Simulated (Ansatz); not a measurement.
# Al₂FH₂O₃ radical + NH₃ + H₂O: a complex and its separated parts

The complex below is one end of an elementary step. How strongly is it bound against its free parts?

Method: PBE0-D4/def2-TZVP structures, single points in def2-TZVPP, no counterpoise correction; program: Ansatz 0.2.0, Gaussian basis.

Levels: SPW92, PBE-D4, BLYP-D4, r2SCAN-D4, B97M-V, PBE0-D4, B3LYP-D4, r2SCAN0-D4, BHLYP-D4, CAM-B3LYP-D4, wB97X-V, wB97M-V, B2PLYP, PBE-QIDH, RPA on PBE, Hartree-Fock, MP2, CCSD, CCSD(T).

Cores are frozen in the correlated methods. Orbitals are unrestricted. B3LYP uses VWN-RPA correlation. B2PLYP carries no dispersion term here.

113 further runs of the same task are left out: 113 set aside as unsound or not needed.

### 1 The starting structure

The complex: 15 atoms, charge 0, spin multiplicity 2.

Atoms are counted from 1 here; the program's logs count them from 0.

Bond lengths: Al1–O2 1.717 Å, Al1–O4 1.804 Å, Al1–F6 1.650 Å, Al1–N8 1.963 Å, O2–Al3 1.769 Å, Al3–O4 1.953 Å, Al3–O5 1.760 Å, O4–H11 0.957 Å, O5–H12 0.956 Å, H7–N8 1.031 Å, N8–H13 1.013 Å, N8–H14 1.030 Å, H9–O10 0.989 Å, O10–H15 0.958 Å. Angles: O2–Al1–O4 89.2°, O2–Al1–F6 132.0°, O2–Al1–N8 100.8°, O4–Al1–F6 119.1°, O4–Al1–N8 103.9°, F6–Al1–N8 107.8°, Al1–O2–Al3 95.4°, O2–Al3–O4 83.2°, O2–Al3–O5 110.3°, O4–Al3–O5 94.7°, Al1–O4–Al3 86.6° and more.

Geometry (Å):

```xyz
15

Al   -0.9537   -0.8375   -0.4617
O     0.3913   -0.4243   -1.4461
Al   -0.0990    1.2558   -1.7003
O    -1.8397    0.5915   -1.1154
O     0.1889    2.2041   -0.2454
F    -1.7685   -2.2556   -0.2452
H     0.5976   -0.6889    1.4082
N    -0.3210   -0.2352    1.2957
H     1.7147   -0.9131   -0.4345
O     2.1576   -1.1747    0.4098
H    -2.5279    1.1364   -0.7347
H     0.8144    2.9272   -0.2466
H    -0.8816   -0.3787    2.1267
H    -0.1251    0.7675    1.1636
H     2.6520   -1.9747    0.2254
```

Its parts: Al₂FH₂O₃ radical holds atoms 1, 2, 3, 4, 5, 6, 11, 12; NH₃ holds atoms 7, 8, 13, 14; H₂O holds atoms 9, 10, 15. Each part counts its atoms afresh in its own runs.

### 2 Relaxing Al₂FH₂O₃ radical alone

The input, relax-a/in.yaml:

```yaml
crystal:
  periodic: [false, false, false]
  atoms:
    - {symbol: Al, position_ang: [-0.953709, -0.837488, -0.461668]}
    - {symbol: O, position_ang: [0.391305, -0.424253, -1.446055]}
    - {symbol: Al, position_ang: [-0.099029, 1.255820, -1.700313]}
    - {symbol: O, position_ang: [-1.839737, 0.591532, -1.115350]}
    - {symbol: O, position_ang: [0.188851, 2.204147, -0.245449]}
    - {symbol: F, position_ang: [-1.768459, -2.255606, -0.245183]}
    - {symbol: H, position_ang: [-2.527925, 1.136447, -0.734689]}
    - {symbol: H, position_ang: [0.814443, 2.927226, -0.246640]}
basis:
  gaussian: {orbitals: def2-TZVP}
magnetization: {spin_polarized: true, initial_magnetization: 1}
hamiltonian: {xc: pbe0, dispersion: d4}
relax: {f_tol: 0.005, max_steps: 200}
```

On the command line:

```sh
> ansatz run in.yaml --threads 4 --pin off --events-out ev --progress --plain --max-ram 46080MiB --backend cuda --devices 0, --max-vram 37GiB
```

The runs that follow: Relaxing NH₃ alone; Relaxing H₂O alone; SPW92/def2-TZVPP; PBE-D4/def2-TZVPP; BLYP-D4/def2-TZVPP; r2SCAN-D4/def2-TZVPP; B97M-V/def2-TZVPP; PBE0-D4/def2-TZVPP; B3LYP-D4/def2-TZVPP; r2SCAN0-D4/def2-TZVPP; BHLYP-D4/def2-TZVPP; CAM-B3LYP-D4/def2-TZVPP; wB97X-V/def2-TZVPP; wB97M-V/def2-TZVPP; B2PLYP/def2-TZVPP; PBE-QIDH/def2-TZVPP; RPA on PBE/def2-TZVPP; CCSD(T)/def2-TZVPP; Vibrations of Al₂FH₂O₃ radical; Vibrations of NH₃; Vibrations of H₂O.

**Question.** What will these runs give? Wanted: complex less parts, CCSD(T)/def2-TZVPP; with zero-point energy; largest T1 diagnostic.

**Answer**, as computed:

```
                              quantity          value
complex less parts, CCSD(T)/def2-TZVPP  -243.9 kJ/mol
                with zero-point energy  -217.2 kJ/mol
                 largest T1 diagnostic          0.016
```

At CCSD(T) the complex lies 243.9 kJ/mol below its parts. Among the functionals B3LYP-D4 lands nearest to CCSD(T) (-1.7 kJ/mol) and SPW92 farthest (-61.7 kJ/mol). By rung, the mean size of the error is: LDA 61.7, GGA 5.5, meta-GGA 6.7, hybrid 10.2, range-separated hybrid 8.3, double hybrid 10.1 kJ/mol. PBE-D4 gives a relative energy 2.5 kJ/mol too low, inside chemical accuracy (1 kcal/mol, 4.2 kJ/mol). No counterpoise was applied, and triple zeta lacks some correlation, so the CCSD(T) reference has a basis error of its own, and close matches with it are partly luck.
